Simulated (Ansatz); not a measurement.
Geometry optimisation, DFT PBEsol, scalar-relativistic, plane waves, PAW (Ansatz).

Input file:

```yaml
crystal:
  lattice:
    - [0.0, 5.43, 5.43]
    - [5.43, 0.0, 5.43]
    - [5.43, 5.43, 0.0]
  atoms:
    - { symbol: Si, position: [0.0, 0.0, 0.0] }
    - { symbol: Si, position: [0.125, 0.125, 0.125] }
    - { symbol: Si, position: [0.0, 0.0, 0.5] }
    - { symbol: Si, position: [0.125, 0.125, 0.625] }
    - { symbol: Si, position: [0.0, 0.5, 0.0] }
    - { symbol: Si, position: [0.125, 0.625, 0.125] }
    - { symbol: Si, position: [0.0, 0.5, 0.5] }
    - { symbol: Si, position: [0.125, 0.625, 0.625] }
    - { symbol: Si, position: [0.5, 0.0, 0.0] }
    - { symbol: Si, position: [0.625, 0.125, 0.125] }
    - { symbol: Si, position: [0.5, 0.0, 0.5] }
    - { symbol: Si, position: [0.625, 0.125, 0.625] }
    - { symbol: Si, position: [0.5, 0.5, 0.0] }
    - { symbol: Si, position: [0.625, 0.625, 0.125] }
    - { symbol: Si, position: [0.5, 0.5, 0.5] }
    - { symbol: Si, position: [0.625, 0.625, 0.625] }
    - { symbol: O, position: [0.8004316, 0.3146687, 0.07026], spin: 1.0 }
magnetization:
  spin_polarized: true
basis:
  ecutwfc: 420.0
kpoints:
  mp_grid: { grid: [2, 2, 2] }
hamiltonian:
  xc: pbesol
scf:
  occupations: { method: fermi_dirac, width: 0.05 }
  lower_state_search: "off"
relax:
  f_tol: 0.03
  max_steps: 60
  adjacent_minimum: "off"
```

Run as:

```bash
$ ansatz run input.yaml --threads 2 --pin off --max-ram 5120MiB --backend cpu --events-out ev --progress --plain --runs-dir out
```

**Question.** Where does it end, and by what steps?

**Answer.** The run converged. Limits of this set-up: coarse k mesh, a small cell, in which the defect meets its images, a typed lattice constant that wasn't relaxed here. After 12 steps the energy has fallen by 2.383 eV; O17 moved furthest, 0.88 Å.

```tsv
step	energy less start (eV)	largest force component (eV/Å)	accepted
0	0.0000	0.451	yes
1	-0.0294	0.551	yes
2	-0.1803	1.006	yes
3	-0.4189	0.815	yes
4	-0.6455	2.273	yes
5	-0.9227	0.612	yes
6	-1.0366	0.639	yes
7	-1.7497	1.184	yes
8	-2.1206	0.984	yes
9	-2.3238	1.036	yes
10	-2.3778	0.116	yes
11	-2.3822	0.037	yes
12	-2.3826	0.008	yes
```

```xyz
17
Lattice="0.0000 5.4300 5.4300 5.4300 0.0000 5.4300 5.4300 5.4300 0.0000" Properties=species:S:1:pos:R:3
Si 0.026 -0.007 -0.023
Si 1.367 1.335 1.374
Si 2.705 2.711 0.016
Si 4.080 4.084 1.335
Si 2.795 0.280 2.961
Si 4.211 1.619 4.248
Si 5.515 2.820 2.699
Si 6.865 4.153 4.094
Si -0.259 2.582 2.533
Si 1.082 3.994 3.822
Si 2.637 5.354 2.686
Si 3.968 6.706 4.081
Si 2.414 2.705 5.234
Si 4.081 4.377 6.977
Si 5.438 5.445 5.431
Si 6.774 6.778 6.777
O 2.693 4.091 6.109
```

Whether the end is a true minimum wasn't checked by a vibrational analysis.

Run time: 63 s on 2 threads of Intel(R) Xeon(R) 6975P-C (Granite Rapids), with other jobs on the host, peak memory 0.79 GiB.
